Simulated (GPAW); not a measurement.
# Pb: electron localisation function with LDA

The system is Pb, a slab with vacuum.

```
CELL_PARAMETERS angstrom
3.49282 0.00000 0.00000
-1.74641 3.02487 0.00000
0.00000 0.00000 23.55564
ATOMIC_POSITIONS crystal
Pb 0.66667 0.33333 0.31840
Pb 0.33333 0.66667 0.43947
Pb 0.00000 0.00000 0.56053
Pb 0.66667 0.33333 0.68160
```

The cell isn't the ideal one: the (1 1 1) slab of Pb, cut from the database cell, not relaxed.

- Program: GPAW 26.7.0
- Task: electron localisation function
- Functional: LDA
- Potentials or basis: PAW data sets generated in the run's folder for this functional
- Cutoff: 450 eV
- Basis: pw
- k mesh: 9 × 9 × 1
- Occupations: fermi-dirac, width 0.05 eV
- Spin: no spin polarisation
- Maxiter: 150
- Dipole layer: yes

```yaml
Largest_force: 0.374 eV/Å
Band_gap_on_the_k_mesh: none (metal or under the smearing width)
```

Forces on the atoms (eV/Å):
```
Pb   0.000  0.000  0.374
Pb   0.000  0.000 -0.299
Pb   0.000  0.000  0.299
Pb   0.000  0.000 -0.374
```

Levels at points of the mesh, in eV from the Fermi level:
| k point | band 26 | band 27 | band 28 | band 29 | band 30 | band 31 |
| --- | --- | --- | --- | --- | --- | --- |
| (0.00, 0.00, 0.00) | -1.54 | 0.90 | 3.11 | 3.77 | 4.97 | 5.12 |

Wall time 86 s on 1 thread of Arm Neoverse V1, on a shared host, peak memory 0.24 GiB.

The run has no spin-orbit coupling, so splittings on Pb are missing.
